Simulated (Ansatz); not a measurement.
# K2NiO2: the cost of one run

Computed with Ansatz 0.2.0 (DFT r²SCAN+U (U_eff = 1 eV on Ni d), plane waves, PAW, unless a step's input says otherwise).

### 1 The starting structure

Symmetry: I4/mmm, No. 139, tetragonal system. Conventional cell: a = 3.953 Å, b = 3.953 Å, c = 12.838 Å, α = 90.00°, β = 90.00°, γ = 90.00°. K (site symmetry 4mm) has 5 O at 2.71 to 2.81 Å as nearest neighbours. Ni (site symmetry 4/mmm) has 2 O at 1.69 Å as nearest neighbours. O (site symmetry 4mm) has 1 Ni at 1.69 Å as nearest neighbours.

As a file:

```xyz
5
Lattice="-1.9764 1.9764 6.4192 1.9764 -1.9764 6.4192 1.9764 1.9764 -6.4192" Properties=species:S:1:pos:R:3 pbc="T T T"
K     0.0000    0.0000    8.4400
K     0.0000    0.0000    4.3984
Ni    0.0000    0.0000    0.0000
O     0.0000    0.0000   11.1514
O     0.0000    0.0000    1.6870
```

An earlier series on this cell reached its lowest free state from «ferromagnetic start, free, symmetry kept, no search», perhaps among other starts.

### 2 Spin-orbit coupling, direction held

File input.yaml:

```yaml
crystal:
  lattice:
    - [-1.97639993, 1.97639993, 6.41919976]
    - [1.97639993, -1.97639993, 6.41919976]
    - [1.97639993, 1.97639993, -6.41919976]
  atoms:
    - { symbol: K, position: [0.6574, 0.6574, 0.0] }
    - { symbol: K, position: [0.3426, 0.3426, 0.0] }
    - { symbol: Ni, position: [0.0, 0.0, 0.0], spin: 2.0, spin_axis: [0.57735, 0.57735, 0.57735] }
    - { symbol: O, position: [0.8686, 0.8686, 0.0] }
    - { symbol: O, position: [0.1314, 0.1314, 0.0] }
basis:
  ecutwfc: 500
  ecutrho_ratio: 4
kpoints:
  mp_grid: { grid: [7, 7, 7] }
hamiltonian:
  xc: r2scan
  hubbard:
    sites:
      - { site: 2, l: d, u_eff: 1.0, starting_ns: [{ occupation_matrix: s2 }] }
    occupation_matrices:
      s2:
        spinor_matrix:
          - [[0.97, 0.0], [0.0, 0.0], [0.0, 0.0], [0.0, 0.0], [0.0, 0.0], [0.0, 0.0], [0.0, 0.0], [0.0, 0.0], [0.0, 0.0], [0.0, 0.0]]
          - [[0.0, 0.0], [0.76924, 0.0], [0.0, 0.0], [0.0, 0.0], [0.0, 0.0], [0.0, 0.0], [0.27424, -0.27424], [0.0, 0.0], [0.0, 0.0], [0.0, 0.0]]
          - [[0.0, 0.0], [0.0, 0.0], [0.76924, 0.0], [0.0, 0.0], [0.0, 0.0], [0.0, 0.0], [0.0, 0.0], [0.27424, -0.27424], [0.0, 0.0], [0.0, 0.0]]
          - [[0.0, 0.0], [0.0, 0.0], [0.0, 0.0], [0.97, 0.0], [0.0, 0.0], [0.0, 0.0], [0.0, 0.0], [0.0, 0.0], [0.0, 0.0], [0.0, 0.0]]
          - [[0.0, 0.0], [0.0, 0.0], [0.0, 0.0], [0.0, 0.0], [0.97, 0.0], [0.0, 0.0], [0.0, 0.0], [0.0, 0.0], [0.0, 0.0], [0.0, 0.0]]
          - [[0.0, 0.0], [0.0, 0.0], [0.0, 0.0], [0.0, 0.0], [0.0, 0.0], [0.97, 0.0], [0.0, 0.0], [0.0, 0.0], [0.0, 0.0], [0.0, 0.0]]
          - [[0.0, 0.0], [0.27424, 0.27424], [0.0, 0.0], [0.0, 0.0], [0.0, 0.0], [0.0, 0.0], [0.22076, 0.0], [0.0, 0.0], [0.0, 0.0], [0.0, 0.0]]
          - [[0.0, 0.0], [0.0, 0.0], [0.27424, 0.27424], [0.0, 0.0], [0.0, 0.0], [0.0, 0.0], [0.0, 0.0], [0.22076, 0.0], [0.0, 0.0], [0.0, 0.0]]
          - [[0.0, 0.0], [0.0, 0.0], [0.0, 0.0], [0.0, 0.0], [0.0, 0.0], [0.0, 0.0], [0.0, 0.0], [0.0, 0.0], [0.97, 0.0], [0.0, 0.0]]
          - [[0.0, 0.0], [0.0, 0.0], [0.0, 0.0], [0.0, 0.0], [0.0, 0.0], [0.0, 0.0], [0.0, 0.0], [0.0, 0.0], [0.0, 0.0], [0.97, 0.0]]
    ns_hold: { iters: 8 }
scf:
  occupations: { method: gaussian, width: 0.05 }
  lower_state_search: "off"
  max_iter: 150
output:
  forces: true
  stress: true
  eigenvalues: true
  populations: true
  hubbard: { sites: [{ site: 2, l: d }] }
magnetization:
  noncollinear: true
  spin_orbit: true
  spin_locking: { lock_directions: true }
```

The typed matrices put 0.97 on the chosen orbitals and 0.02 on the others, and are held for 8 cycles. The lock stays on to the end, so the result is a constrained state. This run includes spin–orbit coupling.

Command:

```sh
ansatz run input.yaml --threads 4 --pin off --max-ram 6144MiB --backend cpu --events-out ev --progress --plain --runs-dir out
```

What time and memory should one allow on 4 threads of Arm Neoverse V1, shared host?

About 3.7 min, with a peak of 2.5 GiB.
